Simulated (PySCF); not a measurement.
**C₄HBF₂: electronic excitations at several levels of theory**

Aim: compute the electronic excitations of C₄HBF₂ (`C#CC#CB(F)F`) at several levels, and see how far they spread and what each costs.

Programs: PySCF 2.14.0, with density-fitted response routines of our own. Each step states its level of theory. These are calculated values for one molecule in the gas phase, unless marked as measured. Atoms are numbered from 0 throughout.

### 1 The starting structure

8 atoms, charge 0, multiplicity 1; geometry from: GFN2-xTB. The atoms were then displaced at random by about 0.01 Å, so the start is not that level's minimum.

Bonds of the start (Å): C0–C1 1.23, C1–C2 1.37, C2–C3 1.16, C3–B4 1.54, B4–F5 1.33, B4–F6 1.31, C0–H7 1.04.

### 2 Optimising the geometry at PBE0-D3(BJ)/def2-SVP

Job settings and geometry (Å):

```
{"job": {"xc": "PBE0", "basis": "def2-SVP", "d3": "d3bj", "grid": 1, "shake": 0.01, "kind": "geom"}, "charge": 0, "multiplicity": 1}
C      2.888040    -0.367620     1.079900
C      1.698250    -0.209440     0.789950
C      0.375130    -0.051850     0.465580
C     -0.743220     0.093780     0.183360
B     -2.233470     0.261820    -0.179410
F     -2.766780     1.456340    -0.406960
F     -3.058180    -0.747100    -0.269310
H      3.895360    -0.455070     1.319250
```

Run with:

```
OMP_NUM_THREADS=1 python probes_run.py task.json out
```

One launch serves the whole session: the jobs run in the order shown.

The program printed:

```text
step   0  E = -376.86327212  max force = 0.148110
step   1  E = -376.87266190  max force = 0.016741
step   2  E = -376.87308507  max force = 0.003723
step   3  E = -376.87286157  max force = 0.016511
step   4  E = -376.87339353  max force = 0.007064
step   5  E = -376.87343061  max force = 0.001138
step   6  E = -376.87345037  max force = 0.000615
step   7  E = -376.87345618  max force = 0.000323
optimisation converged
```

It took 23 s on 1 thread of Arm Neoverse V2, shared host; peak memory 0.4 GiB.

Step by step: (the energy doesn't fall at every step)

```csv
step,energy from step 0 (eV),largest force component (eV/Å)
0,0.0000,7.6161
1,-0.2555,0.8609
2,-0.2670,0.1914
3,-0.2609,0.8490
4,-0.2754,0.3632
5,-0.2764,0.0585
6,-0.2770,0.0316
7,-0.2771,0.0166
```

Distances of close pairs at the start and the end, largest changes first:

```csv
bond,before (Å),after (Å),change (Å)
C2–C3,1.163,1.224,+0.061
C0–H7,1.039,1.075,+0.036
C3–B4,1.543,1.525,-0.018
C0–C1,1.235,1.217,-0.018
B4–F5,1.328,1.316,-0.011
B4–F6,1.306,1.316,+0.010
C1–C2,1.371,1.368,-0.003
```

The next job starts from the end point, and lists it.

```csv
at the end point,value
point group (found at 0.08 Å tolerance),C2v
"rotational constants (GHz, main isotopes)","10.456, 0.998, 0.911"
dipole moment (D),2.43
```

### 3 TDDFT and polarisability: PBE0/def2-TZVP

Job settings and geometry (Å):

```
{"job": {"kind": "uv", "xc": "PBE0", "basis": "def2-TZVP"}, "charge": 0, "multiplicity": 1}
C      2.883510    -0.363796     1.089878
C      1.711381    -0.213910     0.799844
C      0.393507    -0.046029     0.472475
C     -0.785551     0.098272     0.178534
B     -2.253378     0.281031    -0.190834
F     -2.749597     1.476752    -0.429717
F     -3.063787    -0.752130    -0.283895
H      3.918895    -0.499343     1.345978
```

Level: TDDFT PBE0/def2-TZVP, vertical, gas phase, core orbitals frozen in the response.

The program printed:

```text
coarse grid: 8224 points
cycle   1  E = -377.2308312672  dE =  1.022e+00  |g| = 6.753e-01  |ddm| = 5.224e+00
cycle   2  E = -377.1821831843  dE =  4.865e-02  |g| = 9.215e-01  |ddm| = 1.456e+00
cycle   3  E = -377.3064373171  dE = -1.243e-01  |g| = 7.722e-02  |ddm| = 7.805e-01
cycle   4  E = -377.3074799892  dE = -1.043e-03  |g| = 3.142e-02  |ddm| = 1.165e-01
cycle   5  E = -377.3075704858  dE = -9.050e-05  |g| = 2.583e-02  |ddm| = 4.352e-02
cycle   6  E = -377.3077600894  dE = -1.896e-04  |g| = 1.709e-03  |ddm| = 1.919e-02
cycle   7  E = -377.3077606490  dE = -5.596e-07  |g| = 7.138e-04  |ddm| = 3.512e-03
final grid: 84624 points
cycle   8  E = -377.3045837818  dE = -1.103e-04  |g| = 5.108e-03  |ddm| = 1.863e-01
cycle   9  E = -377.3045821946  dE =  1.587e-06  |g| = 5.789e-03  |ddm| = 1.088e-02
cycle  10  E = -377.3045871232  dE = -4.929e-06  |g| = 1.799e-03  |ddm| = 4.728e-03
cycle  11  E = -377.3045878313  dE = -7.081e-07  |g| = 6.975e-04  |ddm| = 1.377e-03
cycle  12  E = -377.3045879401  dE = -1.088e-07  |g| = 1.452e-04  |ddm| = 4.706e-04
cycle  13  E = -377.3045879443  dE = -4.197e-09  |g| = 2.316e-05  |ddm| = 1.494e-04
cycle  14  E = -377.3045879444  dE = -9.538e-11  |g| = 1.055e-05  |ddm| = 3.378e-05
converged SCF energy = -377.3045879444

Static polarisability (au): isotropic 62.443, principal 31.557 36.101 119.671

Singlet excitations
state   eV       nm        f      main configurations
  1   3.9546    313.5   0.00000   H->L 0.98
  2   4.5166    274.5   0.02903   H-1->L 0.61, H->L+1 0.38
  3   4.8941    253.3   0.00000   H-1->L+1 0.98
  4   6.4726    191.6   0.00000   H-2->L 0.89
  5   6.9446    178.5   0.23765   H-3->L 0.52, H-2->L+1 0.27
  6   7.1038    174.5   1.20058   H->L+1 0.38, H-1->L 0.27, H-3->L 0.17
  7   7.2942    170.0   0.00000   H-3->L+1 0.94
  8   7.5749    163.7   0.00000   H->L+2 0.91
  9   8.0403    154.2   0.01516   H->L+3 0.96
 10   8.1944    151.3   0.02296   H-1->L+3 0.97

Triplet excitations (Tamm-Dancoff, eV): 3.3419 3.5757 3.8721 4.5737
```

Wall time 21 s (1 thread of Arm Neoverse V2, shared host); peak memory 0.86 GiB.

The orbitals next to the gap, with their largest atomic shares:

```csv
orbital,eV,atoms
HOMO−3,-10.69,"C2 31 %, C1 31 %, C0 17 %"
HOMO−2,-10.64,"C1 33 %, C2 31 %, C0 18 %"
HOMO−1,-8.20,"C0 29 %, C3 27 %, C1 19 %"
HOMO,-8.03,"C0 30 %, C3 27 %, C2 19 %"
LUMO,-2.31,"B4 24 %, C0 20 %, C2 19 %"
LUMO+1,-1.45,"C0 29 %, C3 22 %, C2 18 %"
LUMO+2,1.02,"B4 33 %, C0 23 %, C1 16 %"
```

With each of the 10 states as a Gaussian band of 0.4 eV half-width at 1/e, the curve within the window shown has maxima at 275 nm (ε 1,200), 175 nm (ε 57,000) L/(mol cm). Beyond the last state computed it falls off for lack of states. The curve at chosen wavelengths:

```json
{"nm": "146", "ε (L/mol/cm)": "699"}
{"nm": "155", "ε (L/mol/cm)": "1670"}
{"nm": "164", "ε (L/mol/cm)": "14211"}
{"nm": "173", "ε (L/mol/cm)": "54404"}
{"nm": "182", "ε (L/mol/cm)": "37387"}
{"nm": "191", "ε (L/mol/cm)": "7395"}
{"nm": "200", "ε (L/mol/cm)": "598"}
{"nm": "208", "ε (L/mol/cm)": "37"}
{"nm": "217", "ε (L/mol/cm)": "1"}
{"nm": "226", "ε (L/mol/cm)": "3"}
{"nm": "235", "ε (L/mol/cm)": "32"}
{"nm": "244", "ε (L/mol/cm)": "159"}
{"nm": "253", "ε (L/mol/cm)": "466"}
{"nm": "262", "ε (L/mol/cm)": "877"}
{"nm": "271", "ε (L/mol/cm)": "1150"}
{"nm": "280", "ε (L/mol/cm)": "1120"}
{"nm": "289", "ε (L/mol/cm)": "854"}
{"nm": "298", "ε (L/mol/cm)": "534"}
{"nm": "307", "ε (L/mol/cm)": "283"}
{"nm": "315", "ε (L/mol/cm)": "143"}
{"nm": "324", "ε (L/mol/cm)": "60"}
{"nm": "333", "ε (L/mol/cm)": "23"}
{"nm": "342", "ε (L/mol/cm)": "8"}
{"nm": "351", "ε (L/mol/cm)": "3"}
{"nm": "360", "ε (L/mol/cm)": "1"}
{"nm": "369", "ε (L/mol/cm)": "0"}
```

Ground-state properties from the same run:

```csv
property,computed
dipole moment (D),2.49
polarisability (Å³),9.25
HOMO–LUMO gap (eV),5.72
−ε(HOMO) (eV),8.03
```

### 4 Excited states and response: PBE0/aug-cc-pVDZ

The job, as its differences from that of step 3:

```diff
@@ -1,2 +1,2 @@
-{"job": {"kind": "uv", "xc": "PBE0", "basis": "def2-TZVP"}, "charge": 0, "multiplicity": 1}
+{"job": {"kind": "uv", "xc": "PBE0", "basis": "aug-cc-pVDZ"}, "charge": 0, "multiplicity": 1}
 C      2.883510    -0.363796     1.089878
```

With the program's defaults for keys left out, this is: TDDFT PBE0/aug-cc-pVDZ, vertical, gas phase, core orbitals frozen in the response.

The program printed:

```text
coarse grid: 8224 points
cycle   1  E = -377.1131277577  dE =  1.053e+00  |g| = 5.945e-01  |ddm| = 3.545e+01
cycle   2  E = -377.0727069901  dE =  4.042e-02  |g| = 8.063e-01  |ddm| = 4.499e+00
cycle   3  E = -377.1784423859  dE = -1.057e-01  |g| = 7.002e-02  |ddm| = 1.933e+00
cycle   4  E = -377.1793259223  dE = -8.835e-04  |g| = 3.470e-02  |ddm| = 4.636e-01
cycle   5  E = -377.1795535922  dE = -2.277e-04  |g| = 2.296e-02  |ddm| = 1.863e-01
cycle   6  E = -377.1797000807  dE = -1.465e-04  |g| = 1.278e-03  |ddm| = 8.149e-02
cycle   7  E = -377.1797005006  dE = -4.198e-07  |g| = 5.264e-04  |ddm| = 1.359e-02
final grid: 84624 points
cycle   8  E = -377.1879941350  dE = -4.286e-05  |g| = 3.235e-03  |ddm| = 3.928e-01
cycle   9  E = -377.1879950183  dE = -8.833e-07  |g| = 2.846e-03  |ddm| = 9.244e-02
cycle  10  E = -377.1879967670  dE = -1.749e-06  |g| = 1.163e-03  |ddm| = 3.086e-02
cycle  11  E = -377.1879971142  dE = -3.472e-07  |g| = 2.605e-04  |ddm| = 4.454e-03
cycle  12  E = -377.1879971323  dE = -1.814e-08  |g| = 5.997e-05  |ddm| = 1.568e-03
cycle  13  E = -377.1879971330  dE = -6.992e-10  |g| = 2.245e-05  |ddm| = 5.144e-04
converged SCF energy = -377.1879971330

Static polarisability (au): isotropic 66.572, principal 36.736 40.965 122.015

Singlet excitations
state   eV       nm        f      main configurations
  1   3.9441    314.4   0.00000   H->L 0.98
  2   4.5172    274.5   0.03182   H-1->L 0.62, H->L+1 0.37
  3   4.9007    253.0   0.00000   H-1->L+1 0.98
  4   6.4595    191.9   0.00000   H-2->L 0.87
  5   6.9009    179.7   0.82088   H->L+1 0.28, H-3->L 0.23, H-1->L 0.17
  6   7.0153    176.7   0.56133   H-3->L 0.46, H->L+1 0.18, H-2->L+1 0.13
  7   7.0340    176.3   0.00327   H->L+2 0.94
  8   7.2064    172.0   0.00043   H-1->L+2 0.94
  9   7.2996    169.9   0.00000   H-3->L+1 0.93
 10   7.4196    167.1   0.02308   H->L+3 0.94

Triplet excitations (Tamm-Dancoff, eV): 3.3417 3.5762 3.8857 4.5784
```

Run time: 14 s. Hardware: 1 thread of Arm Neoverse V2, shared host; peak memory 0.75 GiB.

In short: HOMO -8.04 eV, LUMO -2.34 eV; lowest singlet 3.94 eV.

### 5 Ultraviolet spectrum: PBE0/def2-TZVPD

The job, as its differences from that of step 4:

```diff
@@ -1,2 +1,2 @@
-{"job": {"kind": "uv", "xc": "PBE0", "basis": "aug-cc-pVDZ"}, "charge": 0, "multiplicity": 1}
+{"job": {"kind": "uv", "xc": "PBE0", "basis": "def2-TZVPD"}, "charge": 0, "multiplicity": 1}
 C      2.883510    -0.363796     1.089878
```

With the program's defaults for keys left out, this is: TDDFT PBE0/def2-TZVPD, vertical, gas phase, core orbitals frozen in the response.

The program printed:

```text
coarse grid: 8224 points
cycle   1  E = -377.2311608304  dE =  1.024e+00  |g| = 6.786e-01  |ddm| = 9.596e+01
cycle   2  E = -377.1805388436  dE =  5.062e-02  |g| = 9.308e-01  |ddm| = 1.844e+00
cycle   3  E = -377.3072546508  dE = -1.267e-01  |g| = 7.851e-02  |ddm| = 6.734e-01
cycle   4  E = -377.3083339210  dE = -1.079e-03  |g| = 3.177e-02  |ddm| = 1.566e-01
cycle   5  E = -377.3084259906  dE = -9.207e-05  |g| = 2.620e-02  |ddm| = 4.319e-02
cycle   6  E = -377.3086208706  dE = -1.949e-04  |g| = 1.718e-03  |ddm| = 2.226e-02
cycle   7  E = -377.3086214413  dE = -5.706e-07  |g| = 7.050e-04  |ddm| = 5.535e-03
final grid: 84624 points
cycle   8  E = -377.3054389707  dE = -1.115e-04  |g| = 5.123e-03  |ddm| = 2.368e-01
cycle   9  E = -377.3054374438  dE =  1.527e-06  |g| = 5.788e-03  |ddm| = 1.403e-02
cycle  10  E = -377.3054423520  dE = -4.908e-06  |g| = 1.767e-03  |ddm| = 4.864e-03
cycle  11  E = -377.3054430257  dE = -6.737e-07  |g| = 7.054e-04  |ddm| = 2.315e-03
cycle  12  E = -377.3054431385  dE = -1.128e-07  |g| = 1.476e-04  |ddm| = 5.195e-04
cycle  13  E = -377.3054431429  dE = -4.365e-09  |g| = 2.271e-05  |ddm| = 2.018e-04
cycle  14  E = -377.3054431430  dE = -1.046e-10  |g| = 7.613e-06  |ddm| = 4.016e-05
converged SCF energy = -377.3054431430

Static polarisability (au): isotropic 67.054, principal 37.615 41.640 121.905

Singlet excitations
state   eV       nm        f      main configurations
  1   3.9470    314.1   0.00000   H->L 0.98
  2   4.5083    275.0   0.02958   H-1->L 0.61, H->L+1 0.38
  3   4.8866    253.7   0.00000   H-1->L+1 0.98
  4   6.4623    191.9   0.00000   H-2->L 0.88
  5   6.9235    179.1   0.41939   H-3->L 0.43, H-2->L+1 0.24, H->L+1 0.14
  6   7.0531    175.8   1.03495   H->L+1 0.33, H-3->L 0.26, H-1->L 0.23
  7   7.1680    173.0   0.00027   H->L+2 0.92
  8   7.2849    170.2   0.00000   H-3->L+1 0.94
  9   7.3348    169.0   0.00069   H-1->L+2 0.93
 10   7.5261    164.7   0.00000   H->L+4 0.91

Triplet excitations (Tamm-Dancoff, eV): 3.3378 3.5701 3.8679 4.5676
```

Wall time 29 s (1 thread of Arm Neoverse V2, shared host); peak memory 0.97 GiB.

This run: HOMO -8.04 eV, LUMO -2.33 eV; lowest singlet 3.95 eV.

### 6 Excited states and response: PBE0/6-31+G*

The job, as its differences from that of step 5:

```diff
@@ -1,2 +1,2 @@
-{"job": {"kind": "uv", "xc": "PBE0", "basis": "def2-TZVPD"}, "charge": 0, "multiplicity": 1}
+{"job": {"kind": "uv", "xc": "PBE0", "basis": "6-31+G*"}, "charge": 0, "multiplicity": 1}
 C      2.883510    -0.363796     1.089878
```

Method: TDDFT PBE0/6-31+G*, vertical, gas phase, core orbitals frozen in the response.

The program printed:

```text
coarse grid: 8224 points
cycle   1  E = -377.1236907965  dE =  1.039e+00  |g| = 5.936e-01  |ddm| = 1.029e+03
cycle   2  E = -377.0880490837  dE =  3.564e-02  |g| = 7.875e-01  |ddm| = 1.831e+00
cycle   3  E = -377.1887723609  dE = -1.007e-01  |g| = 7.453e-02  |ddm| = 8.710e-01
cycle   4  E = -377.1897570620  dE = -9.847e-04  |g| = 3.473e-02  |ddm| = 1.346e-01
cycle   5  E = -377.1899902915  dE = -2.332e-04  |g| = 2.262e-02  |ddm| = 6.296e-02
cycle   6  E = -377.1901352240  dE = -1.449e-04  |g| = 1.408e-03  |ddm| = 2.704e-02
cycle   7  E = -377.1901356100  dE = -3.859e-07  |g| = 8.369e-04  |ddm| = 5.655e-03
final grid: 84624 points
cycle   8  E = -377.1618008027  dE = -3.182e-05  |g| = 3.460e-03  |ddm| = 9.150e-02
cycle   9  E = -377.1617994446  dE =  1.358e-06  |g| = 4.396e-03  |ddm| = 2.170e-02
cycle  10  E = -377.1618034269  dE = -3.982e-06  |g| = 1.743e-03  |ddm| = 6.794e-03
cycle  11  E = -377.1618042374  dE = -8.105e-07  |g| = 2.098e-04  |ddm| = 2.464e-03
cycle  12  E = -377.1618042472  dE = -9.830e-09  |g| = 8.595e-05  |ddm| = 3.687e-04
cycle  13  E = -377.1618042484  dE = -1.161e-09  |g| = 3.283e-05  |ddm| = 1.232e-04
cycle  14  E = -377.1618042486  dE = -1.914e-10  |g| = 1.918e-05  |ddm| = 5.560e-05
converged SCF energy = -377.1618042486

Static polarisability (au): isotropic 59.805, principal 27.532 32.381 119.501

Singlet excitations
state   eV       nm        f      main configurations
  1   3.9494    313.9   0.00000   H->L 0.98
  2   4.5249    274.0   0.03163   H-1->L 0.62, H->L+1 0.37
  3   4.9094    252.5   0.00000   H-1->L+1 0.98
  4   6.4669    191.7   0.00000   H-2->L 0.88
  5   6.9170    179.2   0.77651   H->L+1 0.26, H-3->L 0.25, H-2->L+1 0.17
  6   7.0210    176.6   0.61594   H-3->L 0.44, H->L+1 0.20, H-1->L 0.14
  7   7.1632    173.1   0.00094   H->L+2 0.94
  8   7.3069    169.7   0.00000   H-3->L+1 0.93
  9   7.3326    169.1   0.00135   H-1->L+2 0.94
 10   7.4751    165.9   0.00000   H->L+4 0.87

Triplet excitations (Tamm-Dancoff, eV): 3.3377 3.5766 3.8817 4.5830
```

Run time: 9.2 s. Hardware: 1 thread of Arm Neoverse V2, shared host; peak memory 0.58 GiB.

This run: HOMO -8.02 eV, LUMO -2.32 eV; lowest singlet 3.95 eV.

### 7 Run by run: electronic excitations

Excitations and ground-state properties, with basis size and wall time:

```csv
run,lowest singlet (eV),brightest (eV),f,gap (eV),α (Å³),μ (D),functions,time
PBE0/def2-TZVP,3.95,7.10,1.201,5.72,9.25,2.49,223,21 s
PBE0/aug-cc-pVDZ,3.94,6.90,0.821,5.69,9.86,2.49,170,14 s
PBE0/def2-TZVPD,3.95,7.05,1.035,5.71,9.94,2.50,274,29 s
PBE0/6-31+G*,3.95,6.92,0.777,5.70,8.86,2.63,128,9.2 s
```

### 8 Results

```
                                quantity                        value
                             point group                          C2v
    rotational constants (main isotopes)        10.46, 1.00, 0.91 GHz
         lowest singlet (PBE0/def2-TZVP)  3.95 eV (314 nm), f = 0.000
brightest single state of those computed  state 6, 7.10 eV, f = 1.201
                          lowest triplet                      3.34 eV
             range of the lowest singlet              3.94 to 3.95 eV
```

**Reading.** Single values in the summary come from the first run of each kind that ended normally (PBE0/def2-TZVP), which need not be the best level. Over 7 steps the energy fell by 0.277 eV; of the close pairs, C2–C3 changed most, 1.163 to 1.224 Å. No frequency check was run at this level, so the end point may be a saddle. The lowest singlet, at 3.95 eV, is HOMO→LUMO 0.98 and is dark; of the 10 states computed, the strongest absorption comes from state 6 at 7.10 eV. The lowest triplet lies 0.61 eV below the lowest singlet (triplets in Tamm-Dancoff, singlets in full TDDFT). The basis of PBE0/def2-TZVP has no diffuse functions, so Rydberg states are missing and the high states are unreliable. The lowest singlet runs from 3.94 eV (PBE0/aug-cc-pVDZ) to 3.95 eV (PBE0/def2-TZVP), while the orbital gap spans 5.69 to 5.72 eV. The lowest state need not be the same one in every run.
